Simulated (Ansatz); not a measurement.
# In2SbN3: the cost of one run

Method: DFT PBE, scalar-relativistic, plane waves, PAW, unless a step names another level, in Ansatz 0.2.0.

1 further run of the same task is left out (it didn't finish).

## 1. The starting structure

It takes space group P1 (No. 1, triclinic). Conventional cell: a = 4.230 Å, b = 5.496 Å, c = 9.521 Å, α = 95.81°, β = 92.47°, γ = 111.17°. In (site symmetry 1) has 2 N at 2.40 to 2.41 Å as nearest neighbours. In (site symmetry 1) has 1 N at 2.13 Å as nearest neighbours. Sb (site symmetry 1) is surrounded by 1 N at 2.15 Å. N (site symmetry 1) is surrounded by 3 In at 2.13 to 2.41 Å and 1 Sb at 2.15 Å. N (site symmetry 1) is surrounded by 1 N at 1.10 Å.

As a file:

```
CELL_PARAMETERS angstrom
4.22939 -0.02968 0.04084
-1.94926 5.13844 0.02088
-0.51035 -1.26274 9.42302
ATOMIC_POSITIONS crystal
In 0.73243 0.49883 0.47343
In 0.98008 0.94778 0.30202
Sb 0.29472 0.59152 0.19611
N 0.15612 0.36062 0.36893
N 0.53708 0.03389 0.77440
N 0.54001 0.01342 0.88848
```

It came out lowest among 33 distinct ends of the trial cells. At a tolerance of 0.02 Å it has space group P1 (No. 1).

## 2. A stricter relaxation, on the response runs' mesh and smearing

Contents of input.yaml:

```yaml
crystal:
  lattice:
    - [4.2293937651, -0.0296760543, 0.0408380314]
    - [-1.9492632952, 5.1384419141, 0.0208828565]
    - [-0.5103506259, -1.2627382023, 9.4230218344]
  atoms:
    - { symbol: In, position: [0.7324325191, 0.4988313387, 0.4734295996] }
    - { symbol: In, position: [0.9800750991, 0.94777804, 0.3020245181] }
    - { symbol: Sb, position: [0.2947222395, 0.5915192743, 0.1961073915] }
    - { symbol: "N", position: [0.1561230919, 0.3606231769, 0.3689285657] }
    - { symbol: "N", position: [0.5370820983, 0.0338932417, 0.7744046927] }
    - { symbol: "N", position: [0.5400108622, 0.0134200785, 0.8884822425] }
basis:
  ecutwfc: 420
kpoints:
  mp_grid: { grid: [10, 8, 4] }
hamiltonian:
  xc: pbe
scf:
  occupations: { method: gaussian, width: 0.01 }
output:
  forces: true
  stress: true
  eigenvalues: true
relax:
  adjacent_minimum: "off"
  f_tol: 0.001
  max_steps: 60
  cell: { stress_tol: 0.01 }
```

Run with:

```console
> ansatz run input.yaml --threads 3 --pin off --max-ram 7680MiB --backend cpu --events-out ev --progress --plain --runs-dir out
```

**Question.** How long does this run take on 3 threads of Arm Neoverse V2, shared host, and how much memory does it need?

About 9.3 min, with a peak of 1.1 GiB.
